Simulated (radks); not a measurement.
# Valence configurations of Se⁺

NIST gives [Ar] 3d10 4s2 4p3 as the ground configuration of Se⁺. Does this level of theory agree? Several fillings of the valence shells are run.

Program: radks (a radial shooting solver on a logarithmic mesh, Libxc functionals) version 1. Level of theory: scalar-relativistic Kohn-Sham, PBE, spin-polarised, spherical densities, finite nucleus; open shells are filled with parallel spins first. These are calculated values, not measurements, unless marked.

## 1. The system

* element: selenium (Z = 34)
* charge: +1
* electrons: 33
* configuration: [Ar] 3d10 4s2 4p3
* nuclear rms radius: 4.14 fm
* others tried: 3d10 4p5; 3d9 4s1 4p5; 3d10 4s1 4p4; 3d9 4s2 4p4; 3d9 4s1.5 4p4.5; 3d8 4s2 4p5; 3d9.5 4s2 4p3.5; 3d10 4s0.5 4p4.5

Outer shells as boxes (Hund's rule):

Se⁺
```
[Ar] core
3d [↑↓][↑↓][↑↓][↑↓][↑↓]
4s [↑↓]
4p [↑ ][↑ ][↑ ]
```

## 2. [Ar] 3d10 4s2 4p3

The run's settings:

```text
Z 34
configuration [Ar] 3d10 4s2 4p3
relativity scalar-relativistic
functional pbe,pbe
spin polarised
nucleus finite rms 4.14 fm
c 137.035999084
```

## 3. [Ar] 3d10 4p5

The run's settings:

```text
Z 34
configuration [Ar] 3d10 4p5
relativity scalar-relativistic
functional pbe,pbe
spin polarised
nucleus finite rms 4.14 fm
c 137.035999084
```

## 4. [Ar] 3d9 4s1 4p5

Settings, as their differences from step 3:

```diff
@@ -1,3 +1,3 @@
 Z 34
-configuration [Ar] 3d10 4p5
+configuration [Ar] 3d9 4s1 4p5
 relativity scalar-relativistic
```

## 5. [Ar] 3d10 4s1 4p4

The run's settings:

```text
Z 34
configuration [Ar] 3d10 4s1 4p4
relativity scalar-relativistic
functional pbe,pbe
spin polarised
nucleus finite rms 4.14 fm
c 137.035999084
```

## 6. [Ar] 3d9 4s2 4p4

The run's settings:

```text
Z 34
configuration [Ar] 3d9 4s2 4p4
relativity scalar-relativistic
functional pbe,pbe
spin polarised
nucleus finite rms 4.14 fm
c 137.035999084
```

## 7. [Ar] 3d9 4s1.5 4p4.5

The run's settings:

```text
Z 34
configuration [Ar] 3d9 4s1.5 4p4.5
relativity scalar-relativistic
functional pbe,pbe
spin polarised
nucleus finite rms 4.14 fm
c 137.035999084
```

## 8. [Ar] 3d8 4s2 4p5

The run's settings:

```text
Z 34
configuration [Ar] 3d8 4s2 4p5
relativity scalar-relativistic
functional pbe,pbe
spin polarised
nucleus finite rms 4.14 fm
c 137.035999084
```

## 9. [Ar] 3d9.5 4s2 4p3.5

The run's settings:

```text
Z 34
configuration [Ar] 3d9.5 4s2 4p3.5
relativity scalar-relativistic
functional pbe,pbe
spin polarised
nucleus finite rms 4.14 fm
c 137.035999084
```

## 10. [Ar] 3d10 4s0.5 4p4.5

The run's settings:

```text
Z 34
configuration [Ar] 3d10 4s0.5 4p4.5
relativity scalar-relativistic
functional pbe,pbe
spin polarised
nucleus finite rms 4.14 fm
c 137.035999084
```

Q: Predict the outcome of this session. Wanted: for each run, valence; E − E(NIST configuration); moment; highest level; its energy; 1s shift.

As calculated:

```csv
valence,E − E(NIST configuration) (eV),moment (μB),highest level,its energy (eV),1s shift (eV)
3d10 4s2 4p3,0.000,3,4p up,-16.404,+0.00
3d10 4s1 4p4,11.503,3,4p down,-14.357,-1.72
3d10 4s0.5 4p4.5,18.522,2,4p down,-15.352,-2.67
3d10 4p5,25.092,1,4p down,-16.250,-3.53
3d9.5 4s2 4p3.5,25.851,3,4p down,-14.902,-7.28
3d9 4s2 4p4,53.931,3,4p down,-16.144,-14.73
3d9 4s1.5 4p4.5,60.084,3,4p down,-16.475,-15.53
3d9 4s1 4p5,66.250,3,4p down,-16.801,-16.33
3d8 4s2 4p5,117.02,3,4p down,-18.461,-30.14
```

In words: Theory agrees with NIST among these: the next, 3d10 4s1 4p4, lies 11.503 eV higher. The energies are those of spherical high-spin densities, not of single terms. The 1s eigenvalue shifts by up to 30.14 eV as the valence charge is rearranged.
